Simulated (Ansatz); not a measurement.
Run this with Ansatz 0.2.0, Python API and show what comes out.

`ch3bfn.xyz`
```text
7

F    -1.08710   -1.99090    0.71210
B    -0.43190   -0.82750    0.12700
C     0.32030    0.50750    0.33780
N    -0.34060    0.42210   -0.84700
H     1.45350    0.44860    0.16640
H    -0.10100    1.21670    1.08640
H     0.24810    0.15560   -1.62840
```

`ch3bfn.py`:
```python
"""Stretching a bond of CH3BFN, the rest held rigid."""

import ansatz as az
import numpy as np

molecule = az.Crystal.molecule_from_extxyz("ch3bfn.xyz")

symbols = [site.symbol for site in molecule.cartesian_sites]
start = np.array([site.position_ang for site in molecule.cartesian_sites])
axis = (start[0] - start[1]) / np.linalg.norm(start[0] - start[1])
moving = [0]
lengths, energies = [1.24, 1.34, 1.46, 1.6, 1.82, 2.19, 2.62, 3.21], []
for length in lengths:
    xyz = start.copy()
    xyz[moving] += (length - np.linalg.norm(start[0] - start[1])) * axis
    point = az.Crystal.molecule()
    for symbol, xyz in zip(symbols, xyz):
        point = point.atom(symbol, xyz.tolist())
    calc = point.calculation().basis(gaussian="def2-SVP").functional("r2scan0").spin("collinear")
    summary = calc.run(threads=1, pin="off").report
    energies.append(summary["free_energy_ev"])
    print(f"r = {length:6.3f} A  E = {energies[-1]:.5f} eV  <S^2> = {abs(summary['mean_field']['state']['spin_squared']):.3f}")

print("energy above the lowest point (eV):", [round(e - min(energies), 3) for e in energies])
```

```console
$ python ch3bfn.py
r =  1.240 A  E = -5959.61543 eV  <S^2> = 0.000
r =  1.340 A  E = -5959.68240 eV  <S^2> = 0.000
r =  1.460 A  E = -5959.25808 eV  <S^2> = 0.000
r =  1.600 A  E = -5958.44567 eV  <S^2> = 0.000
r =  1.820 A  E = -5956.99181 eV  <S^2> = 0.000
r =  2.190 A  E = -5954.86822 eV  <S^2> = 0.247
r =  2.620 A  E = -5953.77156 eV  <S^2> = 0.732
r =  3.210 A  E = -5953.30231 eV  <S^2> = 0.937
energy above the lowest point (eV): [0.067, 0.0, 0.424, 1.237, 2.691, 4.814, 5.911, 6.38]
```

Caveats:
- Total energies depend on the basis set; only differences at equal settings carry meaning.
- The rest of the molecule is held rigid at a force-field or estimated start geometry, and the basis set is modest; single-reference methods fail as a bond breaks.
- The expectation value of S² is noticeably off S(S+1) in at least one run, so that state is spin-contaminated.
- Finished in 96 s on 1 thread of Arm Neoverse V1, with other jobs on the host, peak memory 0.28 GiB.

(Lines on the test bed's own set-up are left out of the output.)
